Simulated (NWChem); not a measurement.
# wB97/6-31G(d) (Cartesian functions) run of [GeH5]− (SMILES [H][Ge-]([H])([H])([H])[H]), part 2 of 2

NWChem 7.3.0.

## Step 3: A single-point energy at wB97/6-31G(d) (Cartesian functions, COSMO thf)

Input file nw.nw:

```
start nw
memory 2200 mb
charge -1
geometry noautosym nocenter noautoz
  Ge     0.000170    -0.001050     0.006590
  H     -0.023480    -0.005740     1.768690
  H      0.022000     0.009450    -1.774870
  H      1.514900     0.010990     0.015670
  H     -0.767040     1.304120     0.000050
  H     -0.746540    -1.317780    -0.016130
end
basis cartesian
  * library 6-31G*
end
cosmo
  dielec 7.4257
end
dft
  xc wb97
  grid fine
  convergence energy 1e-05
  direct
  maxiter 150
  mulliken
end
task dft energy
```

The run is started by

```bash
$ nwchem nw.nw > nw.out
```

The program printed:

```text
Northwest Computational Chemistry Package (NWChem) 7.3.0
             --------------------------------------------------------

           Job information
           ---------------

    nwchem branch   = 7.3.0
    use scalapack   = T
    input           = nw.nw
    prefix          = nw.
    data base       = ./nw.db
    status          = startup
    nproc           =        1

           Memory information
           ------------------

    heap     =     72089596 doubles =      550.0 Mbytes
    stack    =     72089601 doubles =      550.0 Mbytes
    global   =    144179200 doubles =     1100.0 Mbytes (distinct from heap & stack)
    total    =    288358397 doubles =     2200.0 Mbytes
    verify   = yes
    hardfail = no

           Directory information
           ---------------------

  0 permanent = .
  0 scratch   = .

                                NWChem Input Module
                                -------------------

 Scaling coordinates for geometry "geometry" by  1.889725989
 (inverse scale =  0.529177249)

                             Geometry "geometry" -> ""
                             -------------------------

 Output coordinates in angstroms (scale by  1.889725989 to convert to a.u.)

  No.       Tag          Charge          X              Y              Z
 ---- ---------------- ---------- -------------- -------------- --------------
    1 Ge                  32.0000     0.00017000    -0.00105000     0.00659000
    2 H                    1.0000    -0.02348000    -0.00574000     1.76869000
    3 H                    1.0000     0.02200000     0.00945000    -1.77487000
    4 H                    1.0000     1.51490000     0.01099000     0.01567000
    5 H                    1.0000    -0.76704000     1.30412000     0.00005000
    6 H                    1.0000    -0.74654000    -1.31778000    -0.01613000

      Atomic Mass
      -----------

      Ge                73.921900
      H                  1.007825

 Effective nuclear repulsion energy (a.u.)      54.7797184492

            Nuclear Dipole moment (a.u.)
            ----------------------------
        X                 Y               Z
 ---------------- ---------------- ----------------
     0.0099777532    -0.0615294782     0.3860521222

            XYZ format geometry
            -------------------
     6
 geometry
 Ge                    0.00017000    -0.00105000     0.00659000
 H                    -0.02348000    -0.00574000     1.76869000
 H                     0.02200000     0.00945000    -1.77487000
 H                     1.51490000     0.01099000     0.01567000
 H                    -0.76704000     1.30412000     0.00005000
 H                    -0.74654000    -1.31778000    -0.01613000

 ==============================================================================
                                internuclear distances
 ------------------------------------------------------------------------------
       center one      |      center two      | atomic units |  angstroms
 ------------------------------------------------------------------------------
    4 H                |   1 Ge               |     2.86257  |     1.51481
    5 H                |   1 Ge               |     2.86100  |     1.51398
    6 H                |   1 Ge               |     2.86084  |     1.51389
 ------------------------------------------------------------------------------
                         number of included internuclear distances:          3
 ==============================================================================

 ==============================================================================
                                 internuclear angles
 ------------------------------------------------------------------------------
        center 1       |       center 2       |       center 3       |  degrees
 ------------------------------------------------------------------------------
    4 H                |   1 Ge               |   5 H                |   119.99
    4 H                |   1 Ge               |   6 H                |   120.01
    5 H                |   1 Ge               |   6 H                |   119.99
 ------------------------------------------------------------------------------
                            number of included internuclear angles:          3
 ==============================================================================

 Summary of "ao basis" -> "" (cartesian)
 ------------------------------------------------------------------------------
       Tag                 Description            Shells   Functions and Types
 ---------------- ------------------------------  ------  ---------------------
 *                           6-31G*                   on all atoms

                                 NWChem DFT Module
                                 -----------------

                      Basis "ao basis" -> "ao basis" (cartesian)
                      -----
  [basis functions not shown]

 Summary of "ao basis" -> "ao basis" (cartesian)
 ------------------------------------------------------------------------------
       Tag                 Description            Shells   Functions and Types
 ---------------- ------------------------------  ------  ---------------------
 Ge                          6-31G*                 12       35   5s4p3d
 H                           6-31G*                  2        2   2s

 Summary of "ao basis" -> "ao basis" (cartesian)
[... 79 lines left out ...]
          Convergence on energy requested:  1.00D-05
          Convergence on density requested:  1.00D-05
          Convergence on gradient requested:  5.00D-04
[... 26 lines left out ...]
          Spatial weights used:  Erf1
[... 1 line left out ...]
          Convergence Information
[... 1 line left out ...]
          Convergence aids based upon iterative change in
          total energy or number of iterations.
[... 58 lines left out ...]
   convergence    iter        energy       DeltaE   RMS-Dens  Diis-err    time
[... 17 lines left out ...]
   convergence    iter        energy       DeltaE   RMS-Dens  Diis-err    time
[... 10 lines left out ...]
         Total DFT energy =    -2079.867870095693
      One electron energy =    -3021.240237255470
           Coulomb energy =      960.854223241904
    Exchange-Corr. energy =      -81.193806597665
 Nuclear repulsion energy =       54.779718449220
[... 1 line left out ...]
             COSMO energy =        6.932232066318
[... 8 lines left out ...]
                 gas phase energy =     -2079.779053812250
                 sol phase energy =     -2079.867870095693
 (electrostatic) solvation energy =         0.088816283442 (   55.73 kcal/mol)
[... 1 line left out ...]
                       DFT Final Molecular Orbital Analysis
[... 261 lines left out ...]
    41      0.655990  4 H  s                 30      0.439682  1 Ge dxx
[... 4 lines of this table left out ...]
              MO Center=  9.9D-04, -5.4D-03,  4.9D-02, r^2= 3.0D+00
   Bfn.  Coefficient  Atom+Function         Bfn.  Coefficient  Atom+Function
  ----- ------------  ---------------      ----- ------------  ---------------
    35      1.088263  1 Ge dzz               14      0.923349  1 Ge s
    10      0.716338  1 Ge s                 36     -0.684996  2 H  s
    41     -0.673324  4 H  s                 45     -0.674773  6 H  s
[... 4 lines of this table left out ...]
              MO Center= -5.2D-05,  3.4D-04, -2.4D-03, r^2= 3.0D+00
   Bfn.  Coefficient  Atom+Function         Bfn.  Coefficient  Atom+Function
  ----- ------------  ---------------      ----- ------------  ---------------
    10      4.860812  1 Ge s                 30      2.275344  1 Ge dxx
    33      2.277000  1 Ge dyy               14     -2.034007  1 Ge s
    35      2.041257  1 Ge dzz               41      0.684602  4 H  s
[... 4 lines of this table left out ...]
              MO Center=  1.7D-04, -1.0D-03,  6.6D-03, r^2= 5.8D-01
   Bfn.  Coefficient  Atom+Function         Bfn.  Coefficient  Atom+Function
  ----- ------------  ---------------      ----- ------------  ---------------
    26      1.935970  1 Ge dxz               20     -1.303796  1 Ge dxz
    32     -0.792490  1 Ge dxz               28      0.665602  1 Ge dyz
    22     -0.448253  1 Ge dyz               34     -0.272473  1 Ge dyz
    29      0.026844  1 Ge dzz               25     -0.025000  1 Ge dxy

 Vector   40  Occ=0.000000D+00  E= 3.443211D+00
              MO Center=  1.5D-04, -1.0D-03,  6.6D-03, r^2= 5.8D-01
   Bfn.  Coefficient  Atom+Function         Bfn.  Coefficient  Atom+Function
  ----- ------------  ---------------      ----- ------------  ---------------
    28      1.936163  1 Ge dyz               22     -1.303910  1 Ge dyz
    34     -0.792622  1 Ge dyz               26     -0.666158  1 Ge dxz
    20      0.448627  1 Ge dxz               32      0.272699  1 Ge dxz
    25     -0.034276  1 Ge dxy

 Vector   41  Occ=0.000000D+00  E= 3.563689D+00
              MO Center=  1.0D-02,  3.1D-02,  7.2D-03, r^2= 6.7D-01
   Bfn.  Coefficient  Atom+Function         Bfn.  Coefficient  Atom+Function
  ----- ------------  ---------------      ----- ------------  ---------------
    25      1.691384  1 Ge dxy               19     -1.092683  1 Ge dxy
    31     -0.968573  1 Ge dxy               24     -0.643226  1 Ge dxx
    27      0.641853  1 Ge dyy               18      0.415608  1 Ge dxx
[... 4 lines of this table left out ...]
              MO Center= -9.6D-03, -3.4D-02,  6.6D-03, r^2= 6.7D-01
   Bfn.  Coefficient  Atom+Function         Bfn.  Coefficient  Atom+Function
  ----- ------------  ---------------      ----- ------------  ---------------
    25      1.285088  1 Ge dxy               24      0.844913  1 Ge dxx
    27     -0.846924  1 Ge dyy               19     -0.830193  1 Ge dxy
    31     -0.735966  1 Ge dxy               18     -0.545851  1 Ge dxx
[... 4 lines of this table left out ...]
              MO Center=  1.9D-04, -9.6D-04,  4.5D-03, r^2= 7.0D-01
   Bfn.  Coefficient  Atom+Function         Bfn.  Coefficient  Atom+Function
  ----- ------------  ---------------      ----- ------------  ---------------
    29      1.399647  1 Ge dzz               23     -0.782800  1 Ge dzz
    10      0.671577  1 Ge s                 30      0.641107  1 Ge dxx
    33      0.640460  1 Ge dyy               35     -0.551237  1 Ge dzz
[... 4 lines of this table left out ...]
              MO Center=  1.8D-04, -1.1D-03,  6.3D-03, r^2= 1.1D+00
   Bfn.  Coefficient  Atom+Function         Bfn.  Coefficient  Atom+Function
  ----- ------------  ---------------      ----- ------------  ---------------
    10     12.630728  1 Ge s                 35      4.070039  1 Ge dzz
    30      3.989713  1 Ge dxx               33      3.989828  1 Ge dyy
    24      2.615694  1 Ge dxx               27      2.615549  1 Ge dyy
[... 4 lines of this table left out ...]
              MO Center=  1.7D-04, -1.1D-03,  6.6D-03, r^2= 1.9D-01
   Bfn.  Coefficient  Atom+Function         Bfn.  Coefficient  Atom+Function
  ----- ------------  ---------------      ----- ------------  ---------------
     6     30.673525  1 Ge s                 18     13.391571  1 Ge dxx
    21     13.391569  1 Ge dyy               23     13.392198  1 Ge dzz
    10      7.830340  1 Ge s                  2      3.911668  1 Ge s
    24      3.753294  1 Ge dxx               27      3.753300  1 Ge dyy
    29      3.751216  1 Ge dzz               30      2.280235  1 Ge dxx

     ---------------------------------------------
      Total Density - Mulliken Population Analysis
     ---------------------------------------------

    Atom       Charge   Shell Charges
 -----------   ------   -------------------------------------------------------
    1 Ge  32    32.17   2.00  1.99  6.00  1.93  5.99  1.20  2.14  0.22  0.49  6.93  2.93  0.34
    2 H    1     1.36   0.48  0.88
    3 H    1     1.37   0.47  0.90
    4 H    1     1.03   0.50  0.53
    5 H    1     1.04   0.50  0.54
    6 H    1     1.04   0.50  0.54

     -------------------------------------------
      Total Density - Lowdin Population Analysis
     -------------------------------------------

    Atom       Charge   Shell Charges
 -----------   ------   -------------------------------------------------------
    1 Ge  32    32.41   2.00  1.94  5.99  0.77  5.90  0.36  1.90  0.26  0.97  7.74  3.42  1.15
    2 H    1     1.28   0.51  0.77
    3 H    1     1.29   0.51  0.78
    4 H    1     1.00   0.49  0.51
    5 H    1     1.01   0.49  0.52
    6 H    1     1.01   0.49  0.52

 center of mass
 --------------
 x =   0.00029689 y =  -0.00183250 z =   0.01149960

 moments of inertia (a.u.)
 ------------------
          34.970627265743          -0.001632317021           0.161332343464
          -0.001632317021          34.985406645483           0.019711001837
           0.161332343464           0.019711001837          24.758126514825

     Multipole analysis of the density
     ---------------------------------

     L   x y z        total         alpha         beta         nuclear
     -   - - -        -----         -----         ----         -------
     0   0 0 0     -1.000000    -19.000000    -19.000000     37.000000

     1   1 0 0      0.008596     -0.000691     -0.000691      0.009978
[... 8 lines of this table left out ...]
     2   0 0 2    -28.770105    -25.598772    -25.598772     22.427438

 Task  times  cpu:       30.3s     wall:       30.3s
 Total times  cpu:       30.3s     wall:       30.3s
```

It took 31 s on 1 thread of Intel Xeon Platinum 8259CL at 2.50GHz (Skylake/Cascade Lake), shared host; peak memory 0.11 GiB.

## Step 4: What came out

This closing draws on all 2 parts.

At wB97/6-31G* (Cartesian functions):

| quantity | value |
| --- | --- |
| gas phase: total energy | -2079.77905 Eh |
| gas phase: HOMO energy | -1.43 eV |
| gas phase: LUMO energy | 9.18 eV |
| gas phase: HOMO–LUMO gap (to an unbound level, set by the basis) | 10.61 eV |
| COSMO, thf: total energy | -2079.86787 Eh |
| COSMO, thf: HOMO energy | -6.63 eV |
| COSMO, thf: LUMO energy | 4.58 eV |
| COSMO, thf: HOMO–LUMO gap (to an unbound level, set by the basis) | 11.21 eV |
| COSMO, thf: solvent term in the energy | -233.2 kJ/mol |
| energy change from gas to solvent at fixed shape | -2.417 eV |

In words: The solvent model (COSMO, thf) lowers the energy by 2.42 eV (−233 kJ/mol) at the same shape. It holds the electrostatic part alone, without cavity or dispersion terms.
